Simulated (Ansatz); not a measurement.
# Lonsdaleite under r²SCAN: ground state and equation of state

The plan for carbon in the lonsdaleite structure: relax it, solve it on a dense k-mesh, then scale the cell to 7 volumes from 88 to 112 % of the relaxed one and try a fit of the equation of state. Spin polarisation is left out. The k-meshes are 8×8×4 for the relaxation; 13×13×7 for the dense run; 12×12×7 for the volumes. The starting cell is the deposited one, from the Crystallography Open Database.

Program: Ansatz 0.2.0. Level of theory: DFT r2SCAN, plane waves (500 eV) with PAW, scalar-relativistic; PBE-made PAW files. These are calculated values, not measurements.

## 1. The starting structure

The structure is hexagonal, space group P6_3/mmc (No. 194). The conventional cell has a = 2.520 Å, b = 2.520 Å, c = 4.120 Å, α = 90.00°, β = 90.00°, γ = 120.00°. C (site symmetry 3m) has 4 C at 1.54 Å as nearest neighbours.

Coordinates:

```
CELL_PARAMETERS angstrom
2.52000 0.00000 0.00000
-1.26000 2.18238 0.00000
0.00000 0.00000 4.12000
ATOMIC_POSITIONS crystal
C 0.33333 0.66667 0.06250
C 0.66667 0.33333 0.56250
C 0.33333 0.66667 0.43750
C 0.66667 0.33333 0.93750
```

## 2. Geometry optimisation

The input, input.yaml:

```yaml
crystal:
  lattice:
    - [2.5199982604, 0.0, 0.0]
    - [-1.2599991302, 2.182382511, 0.0]
    - [0.0, 0.0, 4.12]
  atoms:
    - { symbol: C, position: [0.3333333333, 0.6666666667, 0.0625] }
    - { symbol: C, position: [0.6666666667, 0.3333333333, 0.5625] }
    - { symbol: C, position: [0.3333333333, 0.6666666667, 0.4375] }
    - { symbol: C, position: [0.6666666667, 0.3333333333, 0.9375] }
hamiltonian:
  xc: r2scan
  pseudopotentials:
    kind: paw
    azcp:
      C: "pseudopotentials/C.paw.azcp"
basis:
  ecutwfc: 500
  fft_grid_basis: typed
kpoints:
  mp_grid: { grid: [8, 8, 4], shift: [0, 0, 0] }
magnetization:
  spin_polarized: false
scf:
  occupations: { method: fermi_dirac, width: 0.05 }
relax:
  max_steps: 60
  f_tol: 0.01
  cell: {}
```

On the command line:

```console
$ ansatz run input.yaml --threads 1 --pin off --max-ram 3584MiB --backend cpu --events-out ev --progress --plain --runs-dir out
```

Further steps of the session: Single point on a dense mesh; Volume × 0.88; Volume × 0.92; Volume × 0.96; Volume × 1.0; Volume × 1.04; Volume × 1.08; Volume × 1.12.

Before running it: what results should come out? Wanted: space group; conventional cell; volume; shortest distance; gap on the mesh; relative to graphite; highest ELF outside the cores; V₀, B₀, B₀′.

As calculated:

```
                      quantity                                   value
space group (spins left aside)                      P6_3/mmc (No. 194)
             conventional cell  a = 2.503 Å, c = 4.169 Å (c/a = 1.665)
                        volume                           5.656 Å³/atom
             shortest distance                                 1.537 Å
   against the measured volume                  -0.2 % (5.665 Å³/atom)
               gap on the mesh                                 3.73 eV
          relative to graphite                           +141 meV/atom
 highest ELF outside the cores      0.94, 0.77 Å from the nearest atom
                   V₀, B₀, B₀′             5.656 Å³/atom, 451 GPa, 3.7
```

In words: The volume comes out 0.2 % smaller than measured. Zero-point motion and thermal expansion are left out, so the match is not as exact as it looks. It lies 141 meV/atom above the element's reference form at the same level (graphite, from a run of its own). The mesh shows a gap of 3.73 eV. The mesh holds neither K nor H, where hexagonal and trigonal crystals often have their band edges, so the true gap at this level can be much smaller. B₀ comes out at 451 GPa, among the stiffest elements; letting shape and positions relax at each volume could only lower it. Relaxation kept the symmetry; phonons were not checked.

The gaps are Kohn-Sham values of a semilocal functional, not quasiparticle or optical gaps. Such gaps usually fall short of the measured ones.
